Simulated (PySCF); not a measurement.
# Ways to converge the SCF of KF

The same problem is solved with other solver options, one edit a run.

The runs use PySCF 2.14.0; each script names its method and basis.

3 further runs of the same task are left out: 3 that didn't finish.

### 1 Where the work starts

KF: 2 atoms, charge 0, spin multiplicity 1.

Bond lengths: K1–F2 2.381 Å.

### 2 The run that the others are compared with

input.py reads:

```python
from pyscf import gto, dft

mol = gto.M(
    atom='K 0 0 0; F 0 0 2.381',
    basis='def2-svp',
    charge=0,
    spin=0,
    symmetry=True,
    verbose=3,
)
mf = dft.RKS(mol, xc='m06')
mf = mf.density_fit(auxbasis='def2-universal-jkfit')
mf.kernel()
mf.dip_moment()
print('orbital energies (hartree):', mf.mo_energy[..., max(0, mol.nelec[1]-3):mol.nelec[0]+3].round(4))
```

Started as:

```bash
> python input.py
```

The log of this run is left out.

Base result: E(SCF) = -699.587077 Eh, μ = 8.95 D.

The bond length is a typed value, not an optimised one.

### 3 Convergence threshold 1e-11 hartree

Run 1 changes convergence threshold: default → 1e-11 hartree.

input.py reads:

```python
from pyscf import gto, dft

mol = gto.M(
    atom='K 0 0 0; F 0 0 2.381',
    basis='def2-svp',
    charge=0,
    spin=0,
    symmetry=True,
    verbose=3,
)
mf = dft.RKS(mol, xc='m06')
mf = mf.density_fit(auxbasis='def2-universal-jkfit')
mf.conv_tol = 1e-11
mf.kernel()
mf.dip_moment()
print('orbital energies (hartree):', mf.mo_energy[..., max(0, mol.nelec[1]-3):mol.nelec[0]+3].round(4))
```

Started as:

```bash
> python input.py
```

### 4 Smearing width 0.005 hartree

Run 2 changes smearing width: none → 0.005 hartree.

Edit input.py of step 2 so:

```diff
@@ -1,2 +1,2 @@
-from pyscf import gto, dft
+from pyscf import gto, dft, scf
 
@@ -12,2 +12,3 @@
 mf = mf.density_fit(auxbasis='def2-universal-jkfit')
+mf = scf.addons.smearing_(mf, sigma=0.005, method='fermi')
 mf.kernel()
```

Before running it: what results should come out? Wanted: for each run, E(SCF); from base; gap; SCF dipole.

**Answer**, as computed:

| run | E(SCF) (hartree) | from base (eV) | gap (eV) | SCF dipole (D) |
| --- | --- | --- | --- | --- |
| base | -699.587077 | 0 | 3.19 | 8.95 |
| convergence threshold 1e-11 hartree | -699.587077 | 0.0000 | 3.19 | 8.95 |
| smearing width 0.005 hartree | -699.587074 | +0.0001 | n/a | 8.95 |

**Reading.** No change of the SCF energy comes from convergence threshold 1e-11 hartree.
